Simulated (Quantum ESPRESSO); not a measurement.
**WAu in Quantum ESPRESSO: the effect of functional**

The system is WAu.

```
CELL_PARAMETERS angstrom
0.00000 2.90921 2.90921
2.90921 0.00000 2.90921
2.90921 2.90921 0.00000
ATOMIC_POSITIONS crystal
W 0.00000 0.00000 0.00000
Au 0.75000 0.75000 0.75000
```

The cell was built by a generator and needn't be a form met in nature.

Alike in all runs:

* Program: Quantum ESPRESSO 7.5
* Task: phonons
* k mesh: 8 × 8 × 8
* Occupations: cold, width 0.2 eV
* Spin: no spin polarisation

Each run relaxes the cell or the atoms first.

```tsv
functional	potentials or basis	cutoff	relaxed volume (Å³/atom)	highest phonon frequency (cm⁻¹)
LDA	PseudoDojo 0.4.1 SR LDA standard	952 eV	23.15	201
PBEsol	PseudoDojo 0.4.1 SR PBEsol standard	1034 eV	23.70	195
PW91	PseudoDojo 0.4.1 SR PBE standard	1034 eV	24.60	186
BLYP	PseudoDojo 0.4.1 SR PBE standard	1034 eV	?	?
```

Question: What does the run with functional BLYP give?

Answer: Relaxed volume 25.80 Å³/atom; highest phonon frequency 175 cm⁻¹.

Caveats: the potentials were made for another functional, which shifts forces and pressure (some runs).

Runs at the PBE level aren't shown here.
